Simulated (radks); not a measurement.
# Valence configurations of Hf³⁺

The task here is to estimate one member of a computed series from the others.

Program: radks (a radial shooting solver on a logarithmic mesh, Libxc functionals) version 1. Level of theory: Dirac Kohn-Sham, PBE, spin-unpolarised, spherical densities, finite nucleus; open shells fill j = l - 1/2 first. These are calculated values, not measurements, unless marked.

**The atom as given**

```
element            : hafnium (Z = 72)
charge             : +3
electrons          : 69
configuration      : [Xe] 4f14 5d1
nuclear rms radius : 5.347 fm
others tried       : 4f12 5d1 6p2; 4f12 6s1 6p2; 4f12 5d1 6s2; 4f13 5d1 6p1; 4f14 6s1; 4f13 6p2; 4f14 6p1; 4f13.5 5d0.5 6p1; 4f13 5d2
```

The first run:

Settings of this run:

```text
Z 72
configuration [Xe] 4f14 5d1
relativity Dirac
functional pbe,pbe
spin unpolarised
j_filling energy
nucleus finite rms 5.347 fm
c 137.035999084
```

Launch:

```bash
python run_ks.py task.json out
```

This one command runs every case of the session in turn.

Steps of the session up to this table: [Xe] 4f14 5d1.

One table of the session follows, with a row left open; its other results are not shown here.

Sizes of the orbitals, from the radial functions (bohr):

| level | <r> | outermost maximum (interpolated) | 90 % within | nodes |
| --- | --- | --- | --- | --- |
| 4d5/2 | 0.5401 | 0.475 | 0.812 | 1 |
| 5s1/2 | 1.132 | 1.02 | 1.63 | 4 |
| 5p1/2 | 1.254 | 1.10 | 1.83 | 3 |
| 5p3/2 | 1.354 | 1.18 | 1.98 | 3 |
| 4f5/2 | ? | ? | ? | ? |
| 4f7/2 | 0.6794 | 0.457 | 1.15 | 0 |
| 5d3/2 | 1.915 | 1.55 | 2.92 | 2 |
| 5d5/2 | 1.962 | 1.59 | 2.99 | 2 |

Estimate the missing values for 4f5/2.

**Answer.** <r>: 0.6673; outermost maximum (interpolated): 0.452; 90 % within: 1.13; nodes: 0. In the column «<r>» it lies between 4d5/2 (0.5401) and 4f7/2 (0.6794).
